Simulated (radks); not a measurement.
# Si⁴⁺ in [He] 2s2 2p5 3d1: an all-electron calculation

An exercise on one series of results from a longer session: the logs are not shown, and one member is left open.

The numbers are computed with radks (a radial shooting solver on a logarithmic mesh, Libxc functionals) version 1 (non-relativistic Kohn-Sham, TPSS, spin-unpolarised, spherical densities, point nucleus), except any that are marked as measured or tabulated.

**Starting point**

- element: silicon (Z = 14)
- charge: +4
- electrons: 10
- configuration: [He] 2s2 2p5 3d1

Outer shells as boxes (Hund's rule):

Si⁴⁺
```
[He] core
2s [↑↓]
2p [↑↓][↑↓][↑ ]
3d [↑ ][  ][  ][  ][  ]
```

The first run:

Settings of this run:

```text
Z 14
configuration [He] 2s2 2p5 3d1
relativity non-relativistic
functional tpss,tpss
spin unpolarised
nucleus point
```

Command:

```
$ python run_ks.py task.json out
```

This one command runs every case of the session in turn.

Steps of the session up to this table: Self-consistent calculation.

One of the session's tables, all rows but one given; the rest of the session is left out.

It belongs to the step «Shells». Sizes of the orbitals, from the radial functions (bohr):

```
level     <r>  outermost maximum (interpolated)  90 % within
   1s       ?                                 ?            ?
   2s  0.5498                             0.447        0.859
   2p  0.5088                             0.376        0.845
   3d   1.942                              1.66         3.00
```

**Question.** Estimate the row for 1s.

The run gave: <r>: 0.1114; outermost maximum (interpolated): 0.0730; 90 % within: 0.199. In the column «<r>» it is the lowest.
